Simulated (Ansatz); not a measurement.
# FH₂IO₂Zr: one species, many methods

One table from this session's results is given with a row withheld; the runs are named, their logs left out.

Computed with Ansatz 0.2.0, Gaussian basis. Level: functionals in def2-TZVPP, the program's frozen cores in correlated methods.

Levels to be run: LDA (SPW92), PBE-D4, revPBE-D4, BLYP-D4, r2SCAN-D4, B97M-V, PBE0-D4, B3LYP-D4, r2SCANh-D4, r2SCAN0-D4, HSE06-D4, BHLYP-D4, CAM-B3LYP-D4, LC-ωPBE, ωB97X-V, ωB97M-V, B2PLYP, PBE-QIDH; CCSD(T)/def2-SVP; CCSD(T)/def2-TZVPP; MP2/def2-QZVPP; extrapolation to the limit; RPA on PBE.

## The geometry

All runs share one geometry, relaxed beforehand with PBE0-D4 in a triple-zeta def2 set. Zr, I take the def2 core potential; no spin-orbit term is included.

SMILES `[OH][Zr]([OH])([F])[I]`, 7 atoms, charge 0, spin multiplicity 1.

Atoms are counted from 1 here; the program's logs count them from 0.

Bond lengths: O1–Zr2 1.897 Å, O1–H6 0.953 Å, Zr2–O3 1.897 Å, Zr2–F4 1.902 Å, Zr2–I5 2.748 Å, O3–H7 0.953 Å. Angles: Zr2–O1–H6 170.6°, O1–Zr2–O3 111.1°, O1–Zr2–F4 108.6°, O1–Zr2–I5 109.2°, O3–Zr2–F4 108.6°, O3–Zr2–I5 109.2°, F4–Zr2–I5 110.1°, Zr2–O3–H7 170.3°.

As a file:

```xyz
7
FH2IO2Zr
O     0.25924    1.12084    1.23730
Zr   -0.04237   -0.40812    0.15505
O     0.44333   -0.07590   -1.64882
F     1.02068   -1.84024    0.81651
I    -2.70434   -1.07959    0.26380
H     0.41007    1.96852    1.64579
H     0.67468    0.24629   -2.51534
```

Set-up of the first run:

in.yaml reads:

```yaml
crystal:
  periodic: [false, false, false]
  atoms:
    - {symbol: O, position_ang: [0.259244, 1.120842, 1.237297]}
    - {symbol: Zr, position_ang: [-0.042368, -0.408115, 0.155052]}
    - {symbol: O, position_ang: [0.443333, -0.075903, -1.648816]}
    - {symbol: F, position_ang: [1.020683, -1.840243, 0.816510]}
    - {symbol: I, position_ang: [-2.704342, -1.079587, 0.263804]}
    - {symbol: H, position_ang: [0.410067, 1.968519, 1.645791]}
    - {symbol: H, position_ang: [0.674681, 0.246288, -2.515338]}
basis:
  gaussian: {orbitals: def2-TZVPP}
hamiltonian: {xc: lda}
output: {orbitals: {seedname: orbitals}}
```

Among the steps run: LDA; PBE-D4 (GGA); revPBE-D4 (GGA); BLYP-D4 (GGA); r2SCAN-D4 (meta-GGA); B97M-V (meta-GGA); PBE0-D4 (hybrid); B3LYP-D4 (hybrid); r2SCANh-D4 (hybrid); r2SCAN0-D4 (hybrid); HSE06-D4 (hybrid); BHLYP-D4 (hybrid); CAM-B3LYP-D4 (range-separated); LC-ωPBE-D4 (range-separated; the results give it without D4); ωB97X-V (range-separated); ωB97M-V (range-separated); B2PLYP (double hybrid); PBE-QIDH (double hybrid).

One of the session's tables, all rows but one given; the rest of the session is left out.

It belongs to the step «Frontier levels by functional». 

```
  functional  HOMO (eV)  gap (eV)
 LDA (SPW92)      -6.60      4.53
      PBE-D4      -6.42      4.59
   revPBE-D4      -6.36      4.62
     BLYP-D4      -6.24      4.52
   r2SCAN-D4      -6.73      5.07
      B97M-V      -6.70      5.09
     PBE0-D4      -7.57      6.56
    B3LYP-D4          ?         ?
  r2SCANh-D4      -7.15      5.79
  r2SCAN0-D4      -7.78      6.87
    HSE06-D4      -7.18      5.79
    BHLYP-D4      -8.53      8.47
CAM-B3LYP-D4      -8.78      8.84
     LC-ωPBE     -10.09     11.20
     ωB97X-V      -9.77     10.77
     ωB97M-V      -9.65     10.10
```

**Question.** Estimate the row for B3LYP-D4.

Worked estimate for «HOMO (eV)». Against the share of exact exchange, BLYP-D4 (0, -6.24), BHLYP-D4 (0.5, -8.53) give a slope of -4.58 per unit share; at 0.2 the line stands at -7.16.

**Answer.** HOMO (eV): -7.31; gap (eV): 6.08. In «HOMO (eV)» the line misses by +0.15.
